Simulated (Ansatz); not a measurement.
# AlFH6O3: the cost of one run

Program: Ansatz 0.2.0. Level of theory: RKS r2SCAN-D4/6-31G*. These are calculated values, not measurements.

1 further run of the same task is left out (it didn't finish).

### Step 1. Starting point

Bond lengths: Al1–O3 1.632 Å, Al1–O4 1.632 Å, Al1–F6 2.111 Å, O3–H9 0.943 Å, O4–H10 0.943 Å, O8–H11 0.959 Å. Angles: Al1–O3–H9 173.3°, O3–Al1–O4 135.6°, O3–Al1–F6 106.9°, O4–Al1–F6 105.5°, Al1–O4–H10 169.9°.

Coordinates:

```xyz
11

Al   -0.6160   -0.7899   -0.3815
H    -0.4331    1.1869   -0.6305
O    -0.0771   -1.4799   -1.7592
O    -1.9286   -0.9631    0.5729
H     1.1504    0.5071    1.1046
F     1.0304   -0.6783    0.9353
H     0.2112    1.5457    0.0217
O     1.0943    1.7637    0.9212
H     0.2378   -1.9732   -2.4985
H    -2.5791   -1.1229    1.2362
H     1.9101    2.0039    0.4778
```

### Step 2. A restrained relaxation towards end A

Springs on the bonds that form and break draw the guess towards this end; the thresholds are loose.

File input.yaml:

```yaml
crystal:
  periodic: [false, false, false]
  atoms:
    - { symbol: Al, position_ang: [-0.616, -0.7899, -0.3815] }
    - { symbol: H, position_ang: [-0.4331, 1.1869, -0.6305] }
    - { symbol: O, position_ang: [-0.0771, -1.4799, -1.7592] }
    - { symbol: O, position_ang: [-1.9286, -0.9631, 0.5729] }
    - { symbol: H, position_ang: [1.1504, 0.5071, 1.1046] }
    - { symbol: F, position_ang: [1.0304, -0.6783, 0.9353] }
    - { symbol: H, position_ang: [0.2112, 1.5457, 0.0217] }
    - { symbol: O, position_ang: [1.0943, 1.7637, 0.9212] }
    - { symbol: H, position_ang: [0.2378, -1.9732, -2.4985] }
    - { symbol: H, position_ang: [-2.5791, -1.1229, 1.2362] }
    - { symbol: H, position_ang: [1.9101, 2.0039, 0.4778] }
basis:
  gaussian: { orbitals: "6-31G*" }
hamiltonian:
  xc: r2scan
  dispersion: d4
relax:
  f_tol: 0.15
  max_steps: 25
  restrain:
    - { distance: [0, 5], at: 3.08, k: 30.0 }
    - { distance: [4, 7], at: 2.27, k: 30.0 }
    - { distance: [6, 1], at: 1.92, k: 30.0 }
    - { distance: [0, 1], at: 1.52, k: 30.0 }
    - { distance: [4, 5], at: 0.88, k: 30.0 }
    - { distance: [6, 7], at: 0.97, k: 30.0 }
```

Run with:

```console
> ansatz run input.yaml --threads 2 --pin off --max-ram 3072MiB --backend cpu --events-out ev --progress --plain --runs-dir out
```

Q: Estimate wall time and peak memory on 2 threads of Arm Neoverse V2, shared host.

About 34 s, with a peak of 0.15 GiB.
